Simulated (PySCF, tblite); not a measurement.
# C6H12N2OSi: geometry, infrared bands and NMR shifts

Wanted: the infrared bands and NMR shifts of C6H12N2OSi (`C=C[Si@H](O)N(C)CCC#N`), by calculation.

The runs use tblite 0.8.0 and PySCF 2.14.0, with density-fitted response routines of our own; the level of theory stands in each step. All values are computed, except where a source is named. Atoms are numbered from 0 throughout.

## (1) The molecule as given

22 atoms, charge 0, multiplicity 1; geometry from: force field or distance geometry start.

Bonds of the start (Å): C0–C1 1.34, C1–Si2 1.80, Si2–O3 1.75, Si2–N4 1.78, N4–C5 1.45, N4–C6 1.44, C6–C7 1.48, C7–C8 1.45, C8–N9 1.18, C0–H10 1.10, C0–H11 1.09, C1–H12 1.11, Si2–H13 1.48, O3–H14 1.00, C5–H15 1.13, C5–H16 1.13, C5–H17 1.09, C6–H18 1.12, C6–H19 1.13, C7–H20 1.14, C7–H21 1.13.

## (2) Optimising the geometry with GFN2-xTB

The job: settings as JSON, then the geometry in Å.

```
{"job": {"kind": "relax", "xc": "GFN2-xTB", "basis": "xTB"}, "charge": 0, "multiplicity": 1}
C      3.707700     0.413700     0.575300
C      2.531700    -0.232800     0.636600
Si     1.327600    -0.008200    -0.688300
O      1.186000     1.685400    -1.102300
N     -0.298300    -0.620700    -0.296200
C     -1.099800    -0.482800    -1.500800
C     -0.945000     0.100600     0.762900
C     -2.209200    -0.510500     1.245900
C     -3.260300    -0.621000     0.247500
N     -4.136300    -0.694300    -0.544100
H      3.893900     1.078300    -0.286900
H      4.465800     0.306800     1.356400
H      2.281100    -0.904900     1.479600
H      1.798800    -0.769100    -1.872900
H      0.725700     2.093900    -0.316300
H     -1.686400     0.474200    -1.367400
H     -0.390700    -0.289700    -2.358200
H     -1.736100    -1.349700    -1.695200
H     -0.226400     0.267700     1.604700
H     -1.229300     1.112400     0.349300
H     -2.647400     0.108600     2.090700
H     -2.063700    -1.539300     1.678800
```

On the command line:

```
OMP_NUM_THREADS=1 python probes_run.py task.json out
```

One launch serves the whole session: the jobs run in the order shown.

**Question.** This job is followed by: GFN2-xTB harmonic vibrations, gas phase; GIAO PBE0/pcSseg-1 NMR shielding, non-relativistic, gas phase. What will the session give for the following? strongest single infrared mode (GFN2-xTB); zero-point energy (GFN2-xTB); 13C shifts against TMS (PBE0/pcSseg-1); 1H shifts against TMS (PBE0/pcSseg-1, means over atoms taken as alike); 29Si shifts against TMS (PBE0/pcSseg-1); 17O shifts against H2O (PBE0/pcSseg-1); 15N shifts against NH3 (PBE0/pcSseg-1); surface potential, 1st and 99th percentile.

As calculated:

| quantity | value |
| --- | --- |
| strongest single infrared mode (GFN2-xTB) | 816 cm⁻¹, 346 km/mol |
| zero-point energy (GFN2-xTB) | 107.6 kcal/mol |
| 13C shifts against TMS (PBE0/pcSseg-1) | 142.9, 141.2, 126.6, 52.1, 37.5, 22.1 ppm |
| 1H shifts against TMS (PBE0/pcSseg-1, means over atoms taken as alike) | 6.49, 6.36, 6.05, 5.04, 3.50, 3.18, 2.99, 2.29, 2.02, 1.46 ppm |
| 29Si shifts against TMS (PBE0/pcSseg-1) | -31.5 ppm |
| 17O shifts against H2O (PBE0/pcSseg-1) | 29.2 ppm |
| 15N shifts against NH3 (PBE0/pcSseg-1) | 304.5, 58.0 ppm |
| surface potential, 1st and 99th percentile | -1.80 V and 2.16 V |

What this shows: Relaxing lowered the energy by 1.413 eV in 211 steps; the close pair that moved most is Si2–O3, from 1.749 to 1.624 Å. All 60 modes are real, so the xTB geometry is a minimum. The strongest single mode, at 816 cm⁻¹, moves mainly H14. GFN2-xTB is a fitted tight-binding method: band positions and strengths are rough. Its intensities can rank the bands wrongly. C1 (alkene CH) lies farthest downfield among carbon, at 142.9 ppm; an sp2 carbon of a C=C bond. At PBE0/pcSseg-1: The largest span, 482 ppm, is at N9, where the paramagnetic term is -376 ppm. By nearest atom (PBE0/pcSseg-1), the HOMO sits on N4 58 %; H17 8 % and the LUMO on C0, C1 about 29 % each; H10, H11 about 8 % each.
